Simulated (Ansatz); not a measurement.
# InWS3: the cost of one run

Method: DFT PBE, scalar-relativistic, plane waves, PAW, in Ansatz 0.2.0.

1 further run of the same task is left out (set aside as unsound or not needed).

## (1) The system as given

It takes space group Pm-3m (No. 221, cubic). The conventional cell has a = 4.658 Å, b = 4.658 Å, c = 4.658 Å, α = 90.00°, β = 90.00°, γ = 90.00°. Around In (site symmetry m-3m) lie 6 S at 2.33 Å. W (site symmetry m-3m) is surrounded by 12 S at 3.29 Å. S (site symmetry 4/mmm) is surrounded by 2 In at 2.33 Å and 4 W at 3.29 Å.

Structure file:

```
CELL_PARAMETERS angstrom
4.65758 0.00000 0.00000
0.00000 4.65758 0.00000
0.00000 0.00000 4.65758
ATOMIC_POSITIONS crystal
In 0.50000 0.50000 0.50000
W 0.00000 0.00000 0.00000
S 0.00000 0.50000 0.50000
S 0.50000 0.00000 0.50000
S 0.50000 0.50000 0.00000
```

The cell is invented: species swapped into a database cell of Na3BrO (Pm-3m, No. 221), with S on the Na sites, W on the Br sites and In on the O sites. The dimensions are guesses.

## (2) Probe: one point on a coarse mesh

input.yaml

```yaml
crystal:
  lattice:
    - [4.65757879, 0.0, 0.0]
    - [0.0, 4.65757879, 0.0]
    - [0.0, 0.0, 4.65757879]
  atoms:
    - { symbol: In, position: [0.5, 0.5, 0.5] }
    - { symbol: W, position: [0.0, 0.0, 0.0] }
    - { symbol: S, position: [0.0, 0.5, 0.5] }
    - { symbol: S, position: [0.5, 0.0, 0.5] }
    - { symbol: S, position: [0.5, 0.5, 0.0] }
basis:
  ecutwfc: 420
kpoints:
  mp_grid: { grid: [4, 4, 4] }
hamiltonian:
  xc: pbe
scf:
  occupations: { method: gaussian, width: 0.1 }
  lower_state_search: "off"
output:
  forces: true
  stress: true
  eigenvalues: true
```

Run with:

```console
ansatz run input.yaml --threads 1 --pin off --max-ram 2560MiB --backend cpu --events-out ev --progress --plain --runs-dir out
```

What time and memory should one allow on 1 thread of Intel Xeon at 2.50GHz (Skylake/Cascade Lake), shared host?

About 4.7 s, with a peak of 0.38 GiB.
